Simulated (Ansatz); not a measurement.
Task: an active-space calculation of Al2H4Se, SMILES [AlH2][AlH][SeH], with Ansatz 0.2.0 through its Python package. Give the script and its output. Level of theory: SC-NEVPT2, def2-SVP basis, multiplicity 1.

```yaml
atoms:
  - { symbol: Al, position_ang: [-1.4275, 0.4396, -0.7197] }
  - { symbol: Al, position_ang: [0.7576, 0.4306, 0.3524] }
  - { symbol: Se, position_ang: [2.1842, -1.4437, -0.0080] }
  - { symbol: H, position_ang: [-1.8644, -0.7190, -1.6636] }
  - { symbol: H, position_ang: [-2.4464, 1.7228, -0.5166] }
  - { symbol: H, position_ang: [1.2258, 1.6590, 1.2853] }
  - { symbol: H, position_ang: [1.6320, -2.1572, 1.2247] }
```

`al2h4se_cas.py`
```python
"""Active-space calculation on Al2H4Se."""

import ansatz as az

GEOMETRY = """
Al   -1.42750    0.43960   -0.71970
Al    0.75760    0.43060    0.35240
Se    2.18420   -1.44370   -0.00800
H    -1.86440   -0.71900   -1.66360
H    -2.44640    1.72280   -0.51660
H     1.22580    1.65900    1.28530
H     1.63200   -2.15720    1.22470
"""

molecule = az.Crystal.molecule()
for line in GEOMETRY.strip().splitlines():
    symbol, *xyz = line.split()
    molecule = molecule.atom(symbol, [float(v) for v in xyz])

model = (
    molecule.calculation()
    .basis(gaussian="def2-SVP")
    .correlation(active_electrons=6, active_orbitals=7)
)
for method in ["sc_nevpt2"]:
    rep = (model if method is None else model.correlation(method)).run().report
    space = rep["configurations"]
    state = space["states"][0]
    print(method or "casscf", f"total {rep['free_energy_ev'] / 27.211386246:.6f} Ha, active-space state {state['energy']['hartree']:.6f} Ha, mean field {rep['reference_energy_ev'] / 27.211386246:.6f} Ha")
    print("  determinants", state["n_determinants"], " natural occupations", [round(n, 3) for n in space["natural_occupations"]])
print("effectively unpaired electrons, sum of min(n, 2 - n):", round(sum(min(n, 2 - n) for n in space["natural_occupations"]), 3))
```

Output of `python al2h4se_cas.py`:
```text
sc_nevpt2 total -2885.914945 Ha, active-space state -2885.604485 Ha, mean field -2885.552902 Ha
  determinants 1225  natural occupations [1.978, 1.97, 1.966, 0.033, 0.023, 0.022, 0.008]
effectively unpaired electrons, sum of min(n, 2 - n): 0.172
```

Caveats:
- Total energies depend on the basis set; only differences at equal settings carry meaning.
- The geometry is a force-field or estimated start, not a minimum of this method, and the basis set is short of its limit. The active space starts as a window about the frontier orbitals and is then optimised, not chosen by chemistry.
- Hardware and time: 32 s on 1 thread of Arm Neoverse V1 (shared host), peak memory 0.31 GiB.
